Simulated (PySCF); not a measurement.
# H12Si5: the cost of one run

Computed with PySCF 2.14.0, with density-fitted response routines of our own, on a single molecule in the gas phase. Atoms count from 0, in the outputs and in this text.

## (1) The starting structure

17 atoms, charge 0, multiplicity 1; geometry from: GFN2-xTB.

Bonds of the start (Å): Si0–Si1 2.31, Si1–Si2 2.33, Si2–Si3 2.33, Si3–Si4 2.31, Si0–H5 1.47, Si0–H6 1.46, Si0–H7 1.47, Si1–H8 1.47, Si1–H9 1.47, Si2–H10 1.47, Si2–H11 1.47, Si3–H12 1.47, Si3–H13 1.47, Si4–H14 1.47, Si4–H15 1.46, Si4–H16 1.47.

## (2) Optimising the geometry at PBE0-D3(BJ)/def2-SVP

Job settings and geometry (Å):

```
{"job": {"xc": "PBE0", "basis": "def2-SVP", "d3": "d3bj", "grid": 1, "kind": "geom"}, "charge": 0, "multiplicity": 1}
Si     2.442050     0.872320    -0.966850
Si     1.761650    -0.900920     0.351150
Si    -0.002260    -0.468290     1.802940
Si    -2.087200    -0.583600     0.778540
Si    -2.205340     0.594180    -1.208170
H      1.324400     1.370770    -1.773620
H      3.526590     0.558950    -1.900350
H      2.914460     2.000940    -0.160530
H      2.909540    -1.467480     1.076320
H      1.354580    -2.012340    -0.528930
H      0.179570     0.887440     2.354280
H      0.062330    -1.316670     3.003580
H     -2.415750    -1.997800     0.529290
H     -3.159510    -0.153350     1.690010
H     -1.325400    -0.006710    -2.215620
H     -3.536220     0.666990    -1.813650
H     -1.757480     1.979630    -1.038200
```

Run with:

```bash
OMP_NUM_THREADS=1 python probes_run.py task.json out
```

This one command runs all jobs of the session in turn.

Q: Estimate the wall time and peak memory of this first job on 1 thread of Arm Neoverse V1, shared host.

About 74 s, with a peak of 0.59 GiB.
